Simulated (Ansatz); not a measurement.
# Cl: the cost of one run

Computed with Ansatz 0.2.0 (DFT PBEsol, scalar-relativistic, plane waves, PAW, unless a step's input says otherwise).

### Step 1. The system as given

It takes space group Pm-3n (No. 223, cubic). The conventional cell has a = 6.133 Å, b = 6.133 Å, c = 6.133 Å, α = 90.00°, β = 90.00°, γ = 90.00°. Cl (site symmetry m-3) is surrounded by 12 Cl at 3.43 Å. Around Cl (site symmetry -4m2) lie 6 Cl at 3.07 to 3.43 Å.

As a file:

```cif
data_structure
_symmetry_space_group_name_H-M 'Pm-3n'
_symmetry_Int_Tables_number 223
_cell_length_a 6.1326
_cell_length_b 6.1326
_cell_length_c 6.1326
_cell_angle_alpha 90.000
_cell_angle_beta 90.000
_cell_angle_gamma 90.000
_cell_volume 230.64
loop_
_atom_site_label
_atom_site_type_symbol
_atom_site_symmetry_multiplicity
_atom_site_Wyckoff_symbol
_atom_site_fract_x
_atom_site_fract_y
_atom_site_fract_z
_atom_site_occupancy
Cl1 Cl 2 a 0.50000 0.50000 0.50000 1
Cl2 Cl 6 c 0.25000 0.00000 0.50000 1
```

This is candidate A: beta-tungsten (A15) type (Pm-3n, No. 223).

(A quick probe on a coarse mesh, which set the mesh and smearing, is not shown.)

### Step 3. A loose first relaxation (candidate A)

Input file input.yaml:

```yaml
crystal:
  lattice:
    - [6.1325604359, 0.0, 0.0]
    - [0.0, 6.1325604359, 0.0]
    - [0.0, 0.0, 6.1325604359]
  atoms:
    - { symbol: Cl, position: [0.5, 0.5, 0.5] }
    - { symbol: Cl, position: [0.0, 0.0, 0.0] }
    - { symbol: Cl, position: [0.25, 0.0, 0.5] }
    - { symbol: Cl, position: [0.5, 0.25, 0.0] }
    - { symbol: Cl, position: [0.5, 0.75, 0.0] }
    - { symbol: Cl, position: [0.75, 0.0, 0.5] }
    - { symbol: Cl, position: [0.0, 0.5, 0.75] }
    - { symbol: Cl, position: [0.0, 0.5, 0.25] }
basis:
  ecutwfc: 420
kpoints:
  mp_grid: { grid: [4, 4, 4] }
hamiltonian:
  xc: pbesol
scf:
  occupations: { method: gaussian, width: 0.1 }
  lower_state_search: "off"
output:
  forces: true
  stress: true
  eigenvalues: true
relax:
  adjacent_minimum: "off"
  f_tol: 0.04
  max_steps: 70
  cell: { stress_tol: 0.4 }
```

Q: Estimate wall time and peak memory on 1 thread of an x86-64 CPU, shared host.

About 24 s, with a peak of 0.49 GiB.
